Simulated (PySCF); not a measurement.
# From one method to the next for Ge⁺

Aim: see what other levels and later steps give for Ge⁺.

Computed with PySCF 2.14.0. Level: each script names its method and basis.

## 1. The atom

Ge⁺: 1 atom, charge 1, spin multiplicity 2.

## 2. Base script

input.py reads:

```python
from pyscf import gto, scf, cc

mol = gto.M(
    atom='Ge 0 0 0',
    basis='x2c-svpall',
    charge=1,
    spin=1,
    verbose=4,
)
mf = scf.ROHF(mol)
mf = mf.sfx2c1e()
mf.kernel()
mycc = cc.CCSD(mf)
mycc.kernel()
e = mycc.eeccsd(nroots=3)[0]
print('roots (eV) =', (e*27.211386).round(3))
mf.dip_moment()
print('orbital energies (hartree):', mf.mo_energy[..., max(0, mol.nelec[1]-3):mol.nelec[0]+3].round(4))
```

Command:

```bash
> python input.py
```

The log of this run is left out.

It gives: E(SCF) = -2096.420079 Eh, 7 cycles, E(CCSD) − E(SCF) = -0.20351 Eh, excitation roots -0.003, -0.003, 0.000 eV.

## 3. Stability test (UHF)

Run 1 changes step after the SCF: eomee → stability; SCF type: ROHF → UHF.

input.py reads:

```python
from pyscf import gto, scf

mol = gto.M(
    atom='Ge 0 0 0',
    basis='x2c-svpall',
    charge=1,
    spin=1,
    verbose=4,
)
mf = scf.UHF(mol)
mf = mf.sfx2c1e()
mf.kernel()
mf.stability(internal=True, external=True)
mf.dip_moment()
print('orbital energies (hartree):', [e[max(0, n-3):n+3].round(4) for e, n in zip(mf.mo_energy, mol.nelec)])
```

Command:

```bash
> python input.py
```

## 4. SCF alone

Run 2 changes step after the SCF: eomee → none.

Edit input.py of step 2 so:

```diff
@@ -1,2 +1,2 @@
-from pyscf import gto, scf, cc
+from pyscf import gto, scf
 
@@ -12,6 +12,2 @@
 mf.kernel()
-mycc = cc.CCSD(mf)
-mycc.kernel()
-e = mycc.eeccsd(nroots=3)[0]
-print('roots (eV) =', (e*27.211386).round(3))
 mf.dip_moment()
```

## 5. RHF

Run 3 changes SCF type: ROHF → RHF.

Edit input.py of step 2 so:

```diff
@@ -9,3 +9,3 @@
 )
-mf = scf.ROHF(mol)
+mf = scf.RHF(mol)
 mf = mf.sfx2c1e()
```

## 6. Lc_wpbe (ROKS)

Run 4 changes functional: none (Hartree–Fock) → lc_wpbe; SCF type: ROHF → ROKS; step after the SCF: eomee → analyze.

input.py reads:

```python
from pyscf import gto, dft

mol = gto.M(
    atom='Ge 0 0 0',
    basis='x2c-svpall',
    charge=1,
    spin=1,
    verbose=4,
)
mf = dft.ROKS(mol, xc='lc_wpbe')
mf = mf.sfx2c1e()
mf.kernel()
mf.analyze()
print('orbital energies (hartree):', mf.mo_energy[..., max(0, mol.nelec[1]-3):mol.nelec[0]+3].round(4))
```

## 7. EOM-IP

Run 5 changes step after the SCF: eomee → eomip; frozen orbitals: none → 9; number of roots: 3 → 6.

Edit input.py of step 2 so:

```diff
@@ -12,5 +12,5 @@
 mf.kernel()
-mycc = cc.CCSD(mf)
+mycc = cc.CCSD(mf, frozen=9)
 mycc.kernel()
-e = mycc.eeccsd(nroots=3)[0]
+e = mycc.ipccsd(nroots=6)[0]
 print('roots (eV) =', (e*27.211386).round(3))
```

**Question.** What will these runs give? Wanted: for each run, E(SCF); from base; gap, α spin; after the SCF.

The runs gave:

```tsv
run	E(SCF) (hartree)	from base (eV)	cycles	gap, α spin (eV)	after the SCF
base	-2096.420079	0	7	n/a	CCSD correlation -5.538 eV, first root 0.00 eV
stability test (UHF)	-2096.423594	-0.0956	8	8.53	unstable: UHF/UKS -> GHF/GKS
SCF alone	-2096.420079	0.0000	7	n/a	n/a
RHF	-2096.420079	0.0000	7	n/a	CCSD correlation -5.538 eV, first root 0.00 eV
lc_wpbe (ROKS)	-2097.817311	not comparable	7	n/a	n/a
EOM-IP	-2096.420079	0.0000	7	n/a	CCSD correlation -4.671 eV, core frozen, first root 15.52 eV
```

What this shows: With RHF the SCF ends at the base energy. A lower total energy from another functional means nothing by itself.
